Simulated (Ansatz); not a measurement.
**Ga3AsP2: how the settings move a single-point run**

How sensitive is a single-point run of Ga3AsP2 to its settings? A reference run comes first, then six runs with altered input. The cell is built on a prototype (ordering on zincblende) and needn't be the phase found in nature.

Program: Ansatz 0.2.0. Level of theory: reference: DFT, PBE, plane waves, PAW. These are calculated values, not measurements.

1 further run of the same task is left out (it didn't finish).

## 1. The structure to begin with

The structure is trigonal, space group P3m1 (No. 156). The conventional cell has a = 3.906 Å, b = 3.906 Å, c = 9.562 Å, α = 90.00°, β = 90.00°, γ = 120.00°. P (site symmetry 3m) has 4 Ga at 2.36 to 2.38 Å as nearest neighbours. Around As (site symmetry 3m) lie 4 Ga at 2.41 to 2.45 Å. Around Ga (site symmetry 3m) lie 4 P at 2.36 to 2.38 Å. Around Ga (site symmetry 3m) lie 3 P at 2.38 Å and 1 As at 2.45 Å. Ga (site symmetry 3m) has 1 P at 2.36 Å and 3 As at 2.41 Å as nearest neighbours.

Structure file:

```xyz
6
Lattice="3.9060 0.0000 0.0000 -1.9530 3.3827 0.0000 0.0000 0.0000 9.5622" Properties=species:S:1:pos:R:3 pbc="T T T"
P     0.0000    0.0000    0.0293
P     0.0000    2.2551    3.1605
As    1.9530    1.1276    6.3717
Ga    0.0000    2.2551    0.7961
Ga    1.9530    1.1276    3.9237
Ga    0.0000    0.0000    7.2336
```

## 2. Baseline

The input, input.yaml:

```yaml
crystal:
  lattice:
    - [3.9059637249, 0.0, 0.0]
    - [-1.9529818624, 3.382663812, 0.0]
    - [0.0, 0.0, 9.5621795807]
  atoms:
    - { symbol: P, position: [0.0, 0.0, 0.0030602822] }
    - { symbol: P, position: [0.3333333333, 0.6666666667, 0.3305233904] }
    - { symbol: As, position: [0.6666666667, 0.3333333333, 0.6663422598] }
    - { symbol: Ga, position: [0.3333333333, 0.6666666667, 0.0832499795] }
    - { symbol: Ga, position: [0.6666666667, 0.3333333333, 0.4103402508] }
    - { symbol: Ga, position: [0.0, 0.0, 0.7564838373] }
kpoints:
  mp_grid: { grid: [6, 6, 2] }
hamiltonian:
  xc: pbe
scf:
  occupations: { method: fixed }
  n_extra_bands: 5
output:
  forces: true
  stress: true
  eigenvalues: true
```

The run is started by

```console
ansatz run input.yaml --threads 4 --pin off --max-ram 4608MiB --backend cpu --events-out ev --progress --plain --runs-dir out
```

## 3. Variant: occupations.method fermi_dirac, occupations.width 0.001

input.yaml: that of step 2 with these lines changed.

```diff
@@ -17,3 +17,3 @@
 scf:
-  occupations: { method: fixed }
+  occupations: { method: fermi_dirac, width: 0.001 }
   n_extra_bands: 5
```

## 4. Variant: mp_grid.grid [2, 2, 2]

input.yaml: that of step 2 with these lines changed.

```diff
@@ -13,3 +13,3 @@
 kpoints:
-  mp_grid: { grid: [6, 6, 2] }
+  mp_grid: { grid: [2, 2, 2] }
 hamiltonian:
```

## 5. Changing settings: occupations.method gaussian, occupations.width 0.001

input.yaml: that of step 2 with these lines changed.

```diff
@@ -17,3 +17,3 @@
 scf:
-  occupations: { method: fixed }
+  occupations: { method: gaussian, width: 0.001 }
   n_extra_bands: 5
```

## 6. Changing settings: ecutwfc 600

input.yaml: that of step 2 with these lines changed.

```diff
@@ -23 +23,3 @@
   eigenvalues: true
+basis:
+  ecutwfc: 600
```

## 7. Variant: xc lda

input.yaml: that of step 2 with these lines changed.

```diff
@@ -15,3 +15,3 @@
 hamiltonian:
-  xc: pbe
+  xc: lda
 scf:
```

## 8. Changing settings: xc mr2scan

input.yaml: that of step 2 with these lines changed.

```diff
@@ -15,3 +15,3 @@
 hamiltonian:
-  xc: pbe
+  xc: mr2scan
 scf:
```

Before running it: what results should come out? Wanted: for each run, ending; energy change; pressure; gap; force.

The runs gave:

```csv
run,ending,energy change,pressure (GPa),gap (eV),force (eV/Å),cycles,time
reference,converged,0,2.6,1.22,0.06,7,3.1 s
"1: occupations.method fermi_dirac, occupations.width 0.001",converged,0.0 meV/atom (σ→0),2.6,1.22,0.06,7,3.3 s
"2: mp_grid.grid [2, 2, 2]",converged,+554.2 meV/atom,6.0,1.16,0.31,9,1.2 s
"3: occupations.method gaussian, occupations.width 0.001",converged,0.0 meV/atom (σ→0),2.6,1.22,0.06,7,3.2 s
4: ecutwfc 600,converged,-1.1 meV/atom,2.6,1.22,0.06,7,4.6 s
5: xc lda,converged,not comparable,-2.7,1.01,0.01,7,3 s
6: xc mr2scan,converged,not comparable,0.0,1.63,0.00,8,8.3 s
```

Residual by cycle in the longest SCF loop of each run; runs are numbered as in the table. The quantity is the density residual dr2, in eV.

```csv
cycle,reference,run 1,run 2,run 3,run 4,run 5,run 6
1,0.00552,0.00569,0.174,0.00569,0.00575,0.0485,0.0593
2,0.00133,0.00136,0.0502,0.00136,0.00114,0.00915,0.00399
3,3.9e-4,4.0e-4,0.00271,4.0e-4,3.4e-4,6.6e-4,0.00213
4,5.1e-5,5.4e-5,5.7e-4,5.4e-5,6.5e-5,1.3e-4,1.6e-4
5,4.2e-6,4.4e-6,9.2e-5,4.4e-6,4.1e-6,1.6e-5,1.2e-5
6,7.4e-7,7.3e-7,1.6e-5,7.3e-7,6.3e-7,9.3e-7,2.6e-6
7,4.2e-8,4.5e-8,1.4e-6,4.5e-8,5.7e-8,7.0e-8,1.1e-7
8,-,-,1.8e-7,-,-,-,2.2e-8
9,-,-,1.3e-8,-,-,-,-
```

Of the variants the dearest is «xc mr2scan» (8.3 s), the cheapest «mp_grid.grid [2, 2, 2]» (1.2 s), on a shared host.
